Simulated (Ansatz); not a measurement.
**C7H8O4: up Jacob's ladder to CCSD(T)**

The task here is to estimate one member of a computed series from the others.

Method: functionals in def2-TZVPP, the program's frozen cores in correlated methods; program: Ansatz 0.2.0, Gaussian basis.

Levels to be run: LDA (SPW92), PBE-D4, revPBE-D4, BLYP-D4, r2SCAN-D4, B97M-V, PBE0-D4, B3LYP-D4, r2SCANh-D4, r2SCAN0-D4, HSE06-D4, BHLYP-D4, CAM-B3LYP-D4, LC-ωPBE, ωB97X-V, ωB97M-V, B2PLYP, PBE-QIDH; CCSD(T)/def2-SVP; CCSD(T)/def2-TZVPP; MP2/def2-QZVPP; extrapolation to the limit; RPA on PBE.

### The relaxed structure

All runs share one geometry, relaxed beforehand with PBE0-D4 in a triple-zeta def2 set.

SMILES `C=CC(=O)OC1CCOC1=O`, 19 atoms, charge 0, spin multiplicity 1.

Atoms are counted from 1 here; the program's logs count them from 0.

Bond lengths: C1–C2 1.326 Å, C1–H12 1.083 Å, C1–H13 1.084 Å, C2–C3 1.475 Å, C2–H14 1.083 Å, C3–O4 1.203 Å, C3–O5 1.348 Å, O5–C6 1.408 Å, C6–C7 1.514 Å, C6–C10 1.522 Å, C6–H15 1.096 Å, C7–C8 1.521 Å, C7–H16 1.093 Å, C7–H17 1.089 Å, C8–O9 1.434 Å, C8–H18 1.089 Å, C8–H19 1.094 Å, O9–C10 1.347 Å and more. Angles: C2–C1–H12 121.5°, C2–C1–H13 120.2°, H12–C1–H13 118.3°, C1–C2–C3 120.4°, C1–C2–H14 122.7°, C3–C2–H14 116.9°, C2–C3–O4 126.3°, C2–C3–O5 110.4°, O4–C3–O5 123.4°, C3–O5–C6 115.6°, O5–C6–C7 115.4°, O5–C6–C10 109.2°, O5–C6–H15 109.5°, C7–C6–C10 103.2°, C7–C6–H15 110.8°, C10–C6–H15 108.4°, C6–C7–C8 100.9°, C6–C7–H16 109.1° and more.

The first run:

in.yaml reads:

```yaml
crystal:
  periodic: [false, false, false]
  atoms:
    - {symbol: C, position_ang: [-1.504546, 1.842262, 3.132879]}
    - {symbol: C, position_ang: [-1.532264, 0.914007, 2.186797]}
    - {symbol: C, position_ang: [-0.569436, 0.956958, 1.070392]}
    - {symbol: O, position_ang: [0.279646, 1.790235, 0.894780]}
    - {symbol: O, position_ang: [-0.763807, -0.089092, 0.242868]}
    - {symbol: C, position_ang: [0.081346, -0.139227, -0.882733]}
    - {symbol: C, position_ang: [1.406037, -0.840854, -0.670090]}
    - {symbol: C, position_ang: [1.667757, -1.390970, -2.064096]}
    - {symbol: O, position_ang: [0.375576, -1.656319, -2.625431]}
    - {symbol: C, position_ang: [-0.582256, -0.973249, -1.969902]}
    - {symbol: O, position_ang: [-1.737999, -1.035298, -2.243068]}
    - {symbol: H, position_ang: [-2.205023, 1.829506, 3.958788]}
    - {symbol: H, position_ang: [-0.771683, 2.640641, 3.093294]}
    - {symbol: H, position_ang: [-2.248681, 0.101327, 2.185121]}
    - {symbol: H, position_ang: [0.234905, 0.874056, -1.270004]}
    - {symbol: H, position_ang: [1.267986, -1.654690, 0.046238]}
    - {symbol: H, position_ang: [2.193762, -0.180571, -0.311827]}
    - {symbol: H, position_ang: [2.229440, -2.323960, -2.071585]}
    - {symbol: H, position_ang: [2.179249, -0.664760, -2.702400]}
basis:
  gaussian: {orbitals: def2-TZVPP}
hamiltonian: {xc: lda}
output: {orbitals: {seedname: orbitals}}
```

Steps of the session up to this table: LDA; PBE-D4 (GGA); revPBE-D4 (GGA); BLYP-D4 (GGA); r2SCAN-D4 (meta-GGA); B97M-V (meta-GGA); PBE0-D4 (hybrid); B3LYP-D4 (hybrid); r2SCANh-D4 (hybrid); r2SCAN0-D4 (hybrid); HSE06-D4 (hybrid); BHLYP-D4 (hybrid); CAM-B3LYP-D4 (range-separated); LC-ωPBE (range-separated); ωB97X-V (range-separated); ωB97M-V (range-separated); B2PLYP (double hybrid); PBE-QIDH (double hybrid).

One of the session's tables, all rows but one given; the rest of the session is left out.

It belongs to the step «Orbital energies across the functionals». 

| functional | HOMO (eV) | LUMO (eV) | gap (eV) |
| --- | --- | --- | --- |
| LDA (SPW92) | -6.67 | -2.89 | 3.78 |
| PBE-D4 | -6.45 | -2.61 | 3.84 |
| revPBE-D4 | -6.37 | -2.51 | 3.86 |
| BLYP-D4 | -6.36 | -2.48 | 3.88 |
| r2SCAN-D4 | -6.77 | -2.48 | 4.29 |
| B97M-V | -6.89 | -2.39 | 4.50 |
| PBE0-D4 | -8.06 | -1.66 | 6.40 |
| B3LYP-D4 | -7.81 | -1.89 | 5.92 |
| r2SCANh-D4 | -7.37 | -2.12 | 5.25 |
| r2SCAN0-D4 | -8.28 | -1.59 | 6.69 |
| HSE06-D4 | -7.65 | -2.04 | 5.60 |
| BHLYP-D4 | -9.53 | -0.58 | 8.95 |
| CAM-B3LYP-D4 | -9.53 | -0.52 | 9.02 |
| LC-ωPBE | ? | ? | ? |
| ωB97X-V | -10.51 | 0.60 | 11.11 |
| ωB97M-V | -10.46 | 0.52 | 10.97 |

Q: Estimate the row for LC-ωPBE from the others.

The run gave: HOMO (eV): -10.84; LUMO (eV): 0.67; gap (eV): 11.51. In the column «HOMO (eV)» it is the lowest.
